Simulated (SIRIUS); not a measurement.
# NiMoIrPdW (P3m1) in SIRIUS: a series of runs, part 4 of 5

SIRIUS 7.12.0.

**5. Equation of state, BPBE, collinear spin, zero start, 14.97 Å³/atom**

Contents of sirius.json:

```json
{
  "control": {
    "processing_unit": "cpu",
    "std_evp_solver_name": "lapack",
    "gen_evp_solver_name": "lapack",
    "verbosity": 2,
    "print_forces": false,
    "ortho_rf": true,
    "use_second_variation": true,
    "rmt_max": 3.0,
    "num_bands_to_print": 24,
    "save_wf": true
  },
  "parameters": {
    "electronic_structure_method": "full_potential_lapwlo",
    "xc_functionals": ["XC_GGA_X_B88", "XC_GGA_C_PBE"],
    "core_relativity": "dirac",
    "valence_relativity": "zora",
    "num_fv_states": 85,
    "smearing": "fermi_dirac",
    "smearing_width": 0.0018374661,
    "pw_cutoff": 20,
    "gk_cutoff": 3.93,
    "lmax_apw": 11,
    "lmax_rho": 8,
    "lmax_pot": 8,
    "num_mag_dims": 1,
    "auto_rmt": 0,
    "ngridk": [4, 4, 1],
    "shiftk": [0, 0, 0],
    "num_dft_iter": 80,
    "energy_tol": 1e-07,
    "density_tol": 1e-05,
    "use_symmetry": true
  },
  "settings": {"tol_ne": 1e-10},
  "iterative_solver": {"type": "exact"},
  "mixer": {"type": "anderson", "beta": 0.4, "max_history": 8},
  "unit_cell": {
    "lattice_vectors": [[5.2171180903, -0.0, -0.0], [-2.6085590452, 4.5181461914, 0.0], [-0.0, 0.0, 21.4304580136]],
    "atom_types": ["Ir", "Mo", "Ni", "Pd", "W"],
    "atom_files": {"Ir": "Ir.json", "Mo": "Mo.json", "Ni": "Ni.json", "Pd": "Pd.json", "W": "W.json"},
    "atoms": {
      "Ir": [[0.0, 0.0, 1.2025476804, 0.0, 0.0, 0.0]],
      "Mo": [[1.3804038039, 0.796958697, 3.3369450675, 0.0, 0.0, 0.0]],
      "Ni": [[0.0, 0.0, 8.0423494767, 0.0, 0.0, 0.0]],
      "Pd": [[1.3804038039, 0.796958697, 10.1952318951, 0.0, 0.0, 0.0]],
      "W": [[1.3804038039, 0.796958697, 6.0015112971, 0.0, 0.0, 0.0]]
    },
    "atom_coordinate_units": "A"
  }
}
```

Contents of Ir.json:

```json
{
  "name": "iridium",
  "symbol": "Ir",
  "number": 77,
  "mass": 192.217,
[... 35 lines left out ...]
    {"l": 2, "basis": [{"enu": 0.33, "dme": 1, "n": 0, "auto": 0}, {"enu": 0.33, "dme": 2, "n": 0, "auto": 0}]},
    {"l": 2, "basis": [{"enu": 0.33, "dme": 0, "n": 0, "auto": 0}, {"enu": 2.887, "dme": 0, "n": 0, "auto": 0}]},
    {"l": 3, "basis": [{"enu": 0.33, "dme": 0, "n": 0, "auto": 0}, {"enu": 0.33, "dme": 1, "n": 0, "auto": 0}]},
    {
      "l": 3,
      "basis": [{"enu": -1.7396, "dme": 0, "n": 4, "auto": 1}, {"enu": -1.7396, "dme": 1, "n": 4, "auto": 1}]
    },
    {
      "l": 3,
      "basis": [{"enu": -1.7396, "dme": 1, "n": 4, "auto": 1}, {"enu": 0.33, "dme": 0, "n": 0, "auto": 0}]
    },
    {"l": 3, "basis": [{"enu": 0.33, "dme": 0, "n": 0, "auto": 0}, {"enu": 4.1327, "dme": 0, "n": 0, "auto": 0}]},
    {"l": 4, "basis": [{"enu": 0.33, "dme": 0, "n": 0, "auto": 0}, {"enu": 0.33, "dme": 1, "n": 0, "auto": 0}]},
    {"l": 4, "basis": [{"enu": 0.33, "dme": 0, "n": 0, "auto": 0}, {"enu": 3.4771, "dme": 0, "n": 0, "auto": 0}]}
  ],
  "free_atom": [... radial grid and density of the free atom, the start of the SCF ...]
}
```

Contents of Mo.json:

```json
{
  "name": "molybdenum",
  "symbol": "Mo",
  "number": 42,
  "mass": 95.96,
  "rmin": 1e-06,
  "rmt": 2.38,
  "nrmt": 800,
  "rinf": 17.03,
  "core": "1s2s2p3s3p3d",
  "valence": [
[... 21 lines left out ...]
    },
    {
      "l": 1,
      "basis": [{"enu": -0.9413, "dme": 1, "n": 4, "auto": 1}, {"enu": 0.33, "dme": 0, "n": 0, "auto": 0}]
    },
    {"l": 1, "basis": [{"enu": 0.33, "dme": 0, "n": 0, "auto": 0}, {"enu": 3.5784, "dme": 0, "n": 0, "auto": 0}]},
    {"l": 2, "basis": [{"enu": 0.33, "dme": 0, "n": 0, "auto": 0}, {"enu": 0.33, "dme": 1, "n": 0, "auto": 0}]},
    {"l": 2, "basis": [{"enu": 0.33, "dme": 1, "n": 0, "auto": 0}, {"enu": 0.33, "dme": 2, "n": 0, "auto": 0}]},
    {"l": 2, "basis": [{"enu": 0.33, "dme": 0, "n": 0, "auto": 0}, {"enu": 3.084, "dme": 0, "n": 0, "auto": 0}]},
    {"l": 3, "basis": [{"enu": 0.33, "dme": 0, "n": 0, "auto": 0}, {"enu": 0.33, "dme": 1, "n": 0, "auto": 0}]},
    {"l": 3, "basis": [{"enu": 0.33, "dme": 0, "n": 0, "auto": 0}, {"enu": 3.4018, "dme": 0, "n": 0, "auto": 0}]}
  ],
  "free_atom": [... radial grid and density of the free atom, the start of the SCF ...]
}
```

Contents of Ni.json:

```json
{
  "name": "nickel",
  "symbol": "Ni",
  "number": 28,
  "mass": 58.6934,
  "rmin": 1e-06,
  "rmt": 2.24,
  "nrmt": 800,
  "rinf": 14.89,
  "core": "1s2s2p",
  "valence": [
[... 24 lines left out ...]
      "basis": [{"enu": -2.0709, "dme": 1, "n": 3, "auto": 1}, {"enu": 0.33, "dme": 0, "n": 0, "auto": 0}]
    },
    {"l": 1, "basis": [{"enu": 0.33, "dme": 0, "n": 0, "auto": 0}, {"enu": 3.9971, "dme": 0, "n": 0, "auto": 0}]},
    {
      "l": 2,
      "basis": [{"enu": 0.3191, "dme": 0, "n": 0, "auto": 0}, {"enu": 0.3191, "dme": 1, "n": 0, "auto": 0}]
    },
    {
      "l": 2,
      "basis": [{"enu": 0.3191, "dme": 1, "n": 0, "auto": 0}, {"enu": 0.3191, "dme": 2, "n": 0, "auto": 0}]
    },
    {
      "l": 2,
      "basis": [{"enu": 0.3191, "dme": 0, "n": 0, "auto": 0}, {"enu": 3.4281, "dme": 0, "n": 0, "auto": 0}]
    },
    {"l": 3, "basis": [{"enu": 0.33, "dme": 0, "n": 0, "auto": 0}, {"enu": 0.33, "dme": 1, "n": 0, "auto": 0}]},
    {"l": 3, "basis": [{"enu": 0.33, "dme": 0, "n": 0, "auto": 0}, {"enu": 3.7978, "dme": 0, "n": 0, "auto": 0}]}
  ],
  "free_atom": [... radial grid and density of the free atom, the start of the SCF ...]
}
```

Contents of Pd.json:

```json
{
  "name": "palladium",
  "symbol": "Pd",
  "number": 46,
  "mass": 106.42,
  "rmin": 1e-06,
  "rmt": 2.38,
  "nrmt": 800,
  "rinf": 14.72,
  "core": "1s2s2p3s3p3d",
  "valence": [
[... 15 lines left out ...]
    },
    {
      "l": 1,
      "basis": [{"enu": -1.3949, "dme": 1, "n": 4, "auto": 1}, {"enu": 0.33, "dme": 0, "n": 0, "auto": 0}]
    },
    {"l": 1, "basis": [{"enu": 0.33, "dme": 0, "n": 0, "auto": 0}, {"enu": 3.5784, "dme": 0, "n": 0, "auto": 0}]},
    {"l": 2, "basis": [{"enu": 0.33, "dme": 0, "n": 0, "auto": 0}, {"enu": 0.33, "dme": 1, "n": 0, "auto": 0}]},
    {"l": 2, "basis": [{"enu": 0.33, "dme": 1, "n": 0, "auto": 0}, {"enu": 0.33, "dme": 2, "n": 0, "auto": 0}]},
    {"l": 2, "basis": [{"enu": 0.33, "dme": 0, "n": 0, "auto": 0}, {"enu": 3.084, "dme": 0, "n": 0, "auto": 0}]},
    {"l": 3, "basis": [{"enu": 0.33, "dme": 0, "n": 0, "auto": 0}, {"enu": 0.33, "dme": 1, "n": 0, "auto": 0}]},
    {"l": 3, "basis": [{"enu": 0.33, "dme": 0, "n": 0, "auto": 0}, {"enu": 3.4018, "dme": 0, "n": 0, "auto": 0}]}
  ],
  "free_atom": [... radial grid and density of the free atom, the start of the SCF ...]
}
```

Contents of W.json:

```json
{
  "name": "tungsten",
  "symbol": "W",
  "number": 74,
  "mass": 183.84,
[... 35 lines left out ...]
    {"l": 2, "basis": [{"enu": 0.33, "dme": 1, "n": 0, "auto": 0}, {"enu": 0.33, "dme": 2, "n": 0, "auto": 0}]},
    {"l": 2, "basis": [{"enu": 0.33, "dme": 0, "n": 0, "auto": 0}, {"enu": 2.887, "dme": 0, "n": 0, "auto": 0}]},
    {"l": 3, "basis": [{"enu": 0.33, "dme": 0, "n": 0, "auto": 0}, {"enu": 0.33, "dme": 1, "n": 0, "auto": 0}]},
    {
      "l": 3,
      "basis": [{"enu": -0.7362, "dme": 0, "n": 4, "auto": 1}, {"enu": -0.7362, "dme": 1, "n": 4, "auto": 1}]
    },
    {
      "l": 3,
      "basis": [{"enu": -0.7362, "dme": 1, "n": 4, "auto": 1}, {"enu": 0.33, "dme": 0, "n": 0, "auto": 0}]
    },
    {"l": 3, "basis": [{"enu": 0.33, "dme": 0, "n": 0, "auto": 0}, {"enu": 4.1327, "dme": 0, "n": 0, "auto": 0}]},
    {"l": 4, "basis": [{"enu": 0.33, "dme": 0, "n": 0, "auto": 0}, {"enu": 0.33, "dme": 1, "n": 0, "auto": 0}]},
    {"l": 4, "basis": [{"enu": 0.33, "dme": 0, "n": 0, "auto": 0}, {"enu": 3.4771, "dme": 0, "n": 0, "auto": 0}]}
  ],
  "free_atom": [... radial grid and density of the free atom, the start of the SCF ...]
}
```

Contents of sirius_start.json:

```json
{
  "control": {
    "processing_unit": "cpu",
    "std_evp_solver_name": "lapack",
    "gen_evp_solver_name": "lapack",
    "verbosity": 1,
    "print_forces": false,
    "ortho_rf": true,
    "use_second_variation": true,
    "rmt_max": 3.0,
    "num_bands_to_print": 24,
    "save_wf": false
  },
  "parameters": {
    "electronic_structure_method": "full_potential_lapwlo",
    "xc_functionals": ["XC_LDA_X", "XC_LDA_C_PW"],
    "core_relativity": "dirac",
    "valence_relativity": "zora",
    "num_fv_states": 85,
    "smearing": "fermi_dirac",
    "smearing_width": 0.0055123983,
    "pw_cutoff": 20,
    "gk_cutoff": 3.14,
    "lmax_apw": 11,
    "lmax_rho": 8,
    "lmax_pot": 8,
    "num_mag_dims": 1,
    "auto_rmt": 0,
    "ngridk": [2, 2, 1],
    "shiftk": [0, 0, 0],
    "num_dft_iter": 30,
    "energy_tol": 0.01,
    "density_tol": 0.05,
    "use_symmetry": true
  },
  "settings": {"tol_ne": 1e-10},
  "iterative_solver": {"type": "exact"},
  "mixer": {"type": "anderson", "beta": 0.4, "max_history": 8},
  "unit_cell": {
    "lattice_vectors": [[5.2171180903, -0.0, -0.0], [-2.6085590452, 4.5181461914, 0.0], [-0.0, 0.0, 21.4304580136]],
    "atom_types": ["Ir", "Mo", "Ni", "Pd", "W"],
    "atom_files": {"Ir": "Ir.json", "Mo": "Mo.json", "Ni": "Ni.json", "Pd": "Pd.json", "W": "W.json"},
    "atoms": {
      "Ir": [[0.0, 0.0, 1.2025476804, 0.0, 0.0, 0.0]],
      "Mo": [[1.3804038039, 0.796958697, 3.3369450675, 0.0, 0.0, 0.0]],
      "Ni": [[0.0, 0.0, 8.0423494767, 0.0, 0.0, 0.0]],
      "Pd": [[1.3804038039, 0.796958697, 10.1952318951, 0.0, 0.0, 0.0]],
      "W": [[1.3804038039, 0.796958697, 6.0015112971, 0.0, 0.0, 0.0]]
    },
    "atom_coordinate_units": "A"
  }
}
```

On the command line:

```sh
OMP_NUM_THREADS=2 sirius.scf --input=sirius_start.json --output=start.json
OMP_NUM_THREADS=2 sirius.scf --input=sirius.json --output=output.json --task=1
```

It took 13 min on 2 threads of Intel Xeon 6975P-C (Granite Rapids), shared host; peak memory 1.2 GiB.

The run converged, but some of its settings lie outside the range that counts as converged, so its numbers aren't taken as properties of the crystal.

What came out:

```
Free energy                                       : -1214882.7729 eV
Band gap on the k mesh                            : none (metal or under the smearing width)
Net moment                                        : 0.00 μB per cell
All electrons inside the program's atomic spheres : Ni 26.90; Mo 39.97; Pd 44.54; Ir 75.40; W 71.95 (radii Ir 2.47, Mo 2.38, Ni 2.24, Pd 2.38, W 2.47 bohr)
```

Caveat: the k mesh is coarse (spacing up to 0.66 Å⁻¹), so the values aren't converged.

(Continued in part 5 of 5.)
